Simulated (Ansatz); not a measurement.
**C₂H₂FIO: up Jacob's ladder to CCSD(T)**

The task here is to estimate one member of a computed series from the others.

The runs use Ansatz 0.2.0, Gaussian basis; functionals in def2-TZVPP, the program's frozen cores in correlated methods.

Levels to be run: LDA (SPW92), PBE-D4, revPBE-D4, BLYP-D4, r2SCAN-D4, B97M-V, PBE0-D4, B3LYP-D4, r2SCANh-D4, r2SCAN0-D4, HSE06-D4, BHLYP-D4, CAM-B3LYP-D4, LC-ωPBE, ωB97X-V, ωB97M-V, B2PLYP, PBE-QIDH; CCSD(T)/def2-SVP; CCSD(T)/def2-TZVPP; MP2/def2-QZVPP; extrapolation to the limit; RPA on PBE.

### The relaxed structure

All runs share one geometry, relaxed beforehand with PBE0-D4 in a triple-zeta def2 set. I takes the def2 core potential; no spin-orbit term is included.

SMILES `O/C=C(/F)I`, 7 atoms, charge 0, spin multiplicity 1.

Atoms are counted from 1 here; the program's logs count them from 0.

Bond lengths: O1–C2 1.342 Å, O1–H6 0.968 Å, C2–C3 1.327 Å, C2–H7 1.084 Å, C3–F4 1.332 Å, C3–I5 2.071 Å. Angles: C2–O1–H6 109.2°, O1–C2–C3 126.7°, O1–C2–H7 113.8°, C3–C2–H7 119.5°, C2–C3–F4 121.5°, C2–C3–I5 123.3°, F4–C3–I5 115.1°.

The first run:

Contents of in.yaml:

```yaml
crystal:
  periodic: [false, false, false]
  atoms:
    - {symbol: O, position_ang: [1.030006, 1.156392, 0.253271]}
    - {symbol: C, position_ang: [0.708723, -0.121254, -0.003939]}
    - {symbol: C, position_ang: [-0.513904, -0.619095, -0.141988]}
    - {symbol: F, position_ang: [-0.715522, -1.911083, -0.397798]}
    - {symbol: I, position_ang: [-2.233373, 0.524352, 0.019093]}
    - {symbol: H, position_ang: [0.219091, 1.680001, 0.326410]}
    - {symbol: H, position_ang: [1.566178, -0.777312, -0.100849]}
basis:
  gaussian: {orbitals: def2-TZVPP}
hamiltonian: {xc: lda}
output: {orbitals: {seedname: orbitals}}
```

Steps of the session up to this table: LDA; PBE-D4 (GGA); revPBE-D4 (GGA); BLYP-D4 (GGA); r2SCAN-D4 (meta-GGA); B97M-V (meta-GGA); PBE0-D4 (hybrid); B3LYP-D4 (hybrid); r2SCANh-D4 (hybrid); r2SCAN0-D4 (hybrid); HSE06-D4 (hybrid); BHLYP-D4 (hybrid); CAM-B3LYP-D4 (range-separated); LC-ωPBE (range-separated); ωB97X-V (range-separated); ωB97M-V (range-separated); B2PLYP (double hybrid); PBE-QIDH (double hybrid).

One table of the session follows, with a row left open; its other results are not shown here.

It belongs to the step «Frontier levels by functional». 

| functional | HOMO (eV) | gap (eV) |
| --- | --- | --- |
| LDA (SPW92) | -5.67 | 3.50 |
| PBE-D4 | -5.47 | 3.52 |
| revPBE-D4 | -5.40 | 3.54 |
| BLYP-D4 | -5.34 | 3.47 |
| r2SCAN-D4 | -5.70 | 3.96 |
| B97M-V | -5.74 | 4.07 |
| PBE0-D4 | -6.70 | 5.66 |
| B3LYP-D4 | -6.49 | 5.18 |
| r2SCANh-D4 | -6.16 | 4.75 |
| r2SCAN0-D4 | -6.85 | 5.94 |
| HSE06-D4 | -6.30 | 4.88 |
| BHLYP-D4 | -7.79 | 7.69 |
| CAM-B3LYP-D4 | -8.01 | 8.02 |
| LC-ωPBE | -9.30 | 10.53 |
| ωB97X-V | ? | ? |
| ωB97M-V | -8.86 | 9.82 |

**Question.** Estimate the row for ωB97X-V.

**Answer.** HOMO (eV): -8.95; gap (eV): 10.07. In the column «HOMO (eV)» it lies between LC-ωPBE (-9.30) and ωB97M-V (-8.86).
